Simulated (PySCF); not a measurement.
# CH7BGe: the cost of one run

Programs: PySCF 2.14.0, with routines of our own; each step states its level. All values are computed. Atoms count from 0.

### 1 The system as given

10 atoms, charge 0, multiplicity 1; geometry from: GFN2-xTB.

### 2 Optimising the geometry at PBE0-D3(BJ)/def2-SVP

The job: settings as JSON, then the geometry in Å.

```
{"job": {"xc": "PBE0", "basis": "def2-SVP", "d3": "d3bj", "grid": 1, "maxiter": 30, "shake": 0.01, "kind": "geom"}, "charge": 0, "multiplicity": 1}
B      1.894680    -0.214420     0.037560
Ge     0.100920     0.693180    -0.288850
C     -1.419850    -0.485810     0.220210
H      2.360420    -0.918210    -0.758490
H      2.456000    -0.044750     1.021150
H     -0.172090     1.096680    -1.718540
H     -0.116300     1.989980     0.450580
H     -1.320520    -0.735800     1.277840
H     -1.374580    -1.400120    -0.327030
H     -2.358250    -0.001670     0.064510
```

Launch:

```bash
> OMP_NUM_THREADS=1 python heavy_run.py task.json out
```

The driver reads the jobs from task.json and runs them one after another.

Q: Estimate the wall time and peak memory of this first job on 1 thread of Arm Neoverse V2, shared host.

About 11 s, with a peak of 0.39 GiB.
